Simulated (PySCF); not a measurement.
# H6O3Tm (Tm(H2O)33+): the cost of one run

Program: PySCF 2.14.0. Level of theory: PBE0, Tm lcecp-1-SVP with ECP58, O def2-SVP, H def2-SVP; scalar-relativistic core potentials, no spin–orbit coupling. These are calculated values, not measurements.

1 further run of the same task is left out (for a known fault of the program).

**1. The starting structure**

10 atoms, charge 3, spin multiplicity 1.

Bond lengths: Tm1–O2 2.410 Å, Tm1–O5 2.410 Å, Tm1–O8 2.410 Å, O2–H3 0.970 Å, O2–H4 0.970 Å, O5–H6 0.970 Å, O5–H7 0.970 Å, O8–H9 0.970 Å, O8–H10 0.970 Å. Angles: O2–Tm1–O5 120.0°, O2–Tm1–O8 120.0°, O5–Tm1–O8 120.0°, Tm1–O2–H3 127.5°, Tm1–O2–H4 127.5°, H3–O2–H4 105.1°, Tm1–O5–H6 127.5°, Tm1–O5–H7 127.5°, H6–O5–H7 105.1°, Tm1–O8–H9 127.5°, Tm1–O8–H10 127.5°, H9–O8–H10 105.1°.

As a file:

| atom | x (Å) | y (Å) | z (Å) |
| --- | --- | --- | --- |
| Tm1 | 0.0000 | 0.0000 | 0.0000 |
| O2 | 2.4100 | 0.0000 | 0.0000 |
| H3 | 3.0000 | 0.0000 | 0.7700 |
| H4 | 3.0000 | 0.0000 | -0.7700 |
| O5 | -1.2050 | 2.0871 | 0.0000 |
| H6 | -1.5000 | 2.5981 | 0.7700 |
| H7 | -1.5000 | 2.5981 | -0.7700 |
| O8 | -1.2050 | -2.0871 | 0.0000 |
| H9 | -1.5000 | -2.5981 | 0.7700 |
| H10 | -1.5000 | -2.5981 | -0.7700 |

Formal oxidation states: Tm +3. Each metal's 12 4f electrons lie in its core potential, so multiplicities, spins and levels count the valence alone.

**2. SCF at the start, singlet**

Input file run.py (the lines that set the calculation):

```python
mol = gto.M(atom='''
Tm     0.00000     0.00000     0.00000
O      2.41000     0.00000     0.00000
H      3.00000     0.00000     0.77000
H      3.00000     0.00000    -0.77000
O     -1.20500     2.08710     0.00000
H     -1.50000     2.59810     0.77000
H     -1.50000     2.59810    -0.77000
O     -1.20500    -2.08710     0.00000
H     -1.50000    -2.59810     0.77000
H     -1.50000    -2.59810    -0.77000''',
    basis={'Tm': 'lcecp-1-SVP', 'O': 'def2-SVP', 'H': 'def2-SVP'},
    ecp={'Tm': 'lcecp-1-SVP'},
    charge=3, spin=0)
mf = dft.RKS(mol, xc='PBE0')
mf.grids.atom_grid = (50, 194)  # f atoms: unpruned, at least (60, 302)
mf = mf.density_fit()  # fitting sets: Tm AutoAux, O def2-universal-JKFIT, H def2-universal-JKFIT
mf.conv_tol = 1e-08; mf.max_cycle = 55
mf.kernel(dm0)  # dm0: free metal ions and neutral atoms
```

The run is started by

```bash
OMP_NUM_THREADS=2 python run.py
```

Q: Estimate wall time and peak memory on 2 threads of Arm Neoverse V2, shared host.

About 3.4 s, with a peak of 0.66 GiB.
